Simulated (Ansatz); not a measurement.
# SiNi: the cost of one run

Computed with the Python package of Ansatz 0.2.0. Level of theory: DFT PBEsol, plane waves, PAW.

## (1) The system

Symmetry: Pnma, No. 62, orthorhombic system. The conventional cell has a = 5.173 Å, b = 3.338 Å, c = 5.605 Å, α = 90.00°, β = 90.00°, γ = 90.00°. Si (site symmetry m) is surrounded by 6 Ni at 2.28 to 2.40 Å. Around Ni (site symmetry m) lie 6 Si at 2.28 to 2.40 Å.

The script holds or builds the structure itself.

## (2) The script

sini_pdos.py

```python
'''Projected density of states of SiNi.'''

import ansatz as az
import numpy as np

XC = 'pbesol'
TOLERANCE = 1e-07
MESH = (5, 7, 5)
OCCUPATIONS = 'Marzari-Vanderbilt'
SIGMA = 0.1
ECUT = 450
EXTRA_BANDS = 22

vectors = np.array([
    [5.1731, 0.0, 0.0],
    [0.0, 3.3381, 0.0],
    [0.0, 0.0, 5.6049],
])
cell = (
    az.Lattice.of(vectors)
    .atom('Si', (0.32128, 0.75, 0.0825))
    .atom('Si', (0.17872, 0.25, 0.5825))
    .atom('Si', (0.82128, 0.75, 0.4175))
    .atom('Si', (0.67872, 0.25, 0.9175))
    .atom('Ni', (0.00779, 0.25, 0.18752))
    .atom('Ni', (0.49221, 0.75, 0.68752))
    .atom('Ni', (0.50779, 0.25, 0.31248))
    .atom('Ni', (0.99221, 0.75, 0.81248))
    .moments(Ni=1.0)
)

calc = (
    cell.calculation()
    .spin(az.SpinTreatment.COLLINEAR)
    .functional(XC)
    .scf(tolerance=TOLERANCE)
    .kpoints(*MESH)
    .occupations(OCCUPATIONS, width=SIGMA)
    .basis(ECUT)
    .scf(extra_bands=EXTRA_BANDS)
    .density_of_states(projected=True, energy_step=0.05)
)
result = calc.run(threads=1, backend='cpu')
report = result.report

dos = result.density_of_states()
energy = np.asarray(dos.energies_ev) - dos.fermi_ev
curves = {}
for site in result.projected_density_of_states().sites:
    for shell in site.shells:
        weight = sum(np.sum(curve.g_bin_mean_per_ev, axis=0) for curve in shell.curves)
        name = f'{site.species} {shell.label}'
        curves[name] = curves.get(name, 0) + weight

step = energy[1] - energy[0]
windows = [(-8, -4), (-4, 0), (0, 6)]
print('states by shell in windows of E - E_F (eV):', windows)
for name, g in curves.items():
    print(f'{name:8s}', ' '.join(f'{step * g[(energy >= a) & (energy < b)].sum():8.3f}' for a, b in windows))
filled = (energy < 0) & (energy > -8)
for name, g in curves.items():
    if g[filled].sum() * step > 0.5:
        print(f'centre of {name}: {np.average(energy[filled], weights=g[filled]):.2f} eV')
```

## (3) What the engine is handed

The package turns the script's settings into the engine's input:

```yaml
crystal:
  lattice:
    - [5.1731, 0.0, 0.0]
    - [0.0, 3.3381, 0.0]
    - [0.0, 0.0, 5.6049]
  atoms:
    - { symbol: Si, position: [0.32128, 0.75, 0.0825] }
    - { symbol: Si, position: [0.17872, 0.25, 0.5825] }
    - { symbol: Si, position: [0.82128, 0.75, 0.4175] }
    - { symbol: Si, position: [0.67872, 0.25, 0.9175] }
    - { symbol: Ni, position: [0.00779, 0.25, 0.18752] }
    - { symbol: Ni, position: [0.49221, 0.75, 0.68752] }
    - { symbol: Ni, position: [0.50779, 0.25, 0.31248] }
    - { symbol: Ni, position: [0.99221, 0.75, 0.81248] }
basis:
  ecutwfc: 450.0
kpoints:
  mp_grid:
    grid: [5, 7, 5]
hamiltonian:
  xc: pbesol
magnetization:
  spin_polarized: true
  per_species:
    Ni: 1.0
scf:
  n_extra_bands: 22
  convergence:
    dr2_threshold: 1.0e-07
  occupations:
    method: cold
    width: 0.1
output:
  dos:
    de: 0.05
    projected: true
```

## (4) Launch

Command:

```bash
$ python sini_pdos.py
```

What time and memory should one allow on 1 thread of Arm Neoverse V2, shared host?

About 43 s, with a peak of 0.7 GiB.
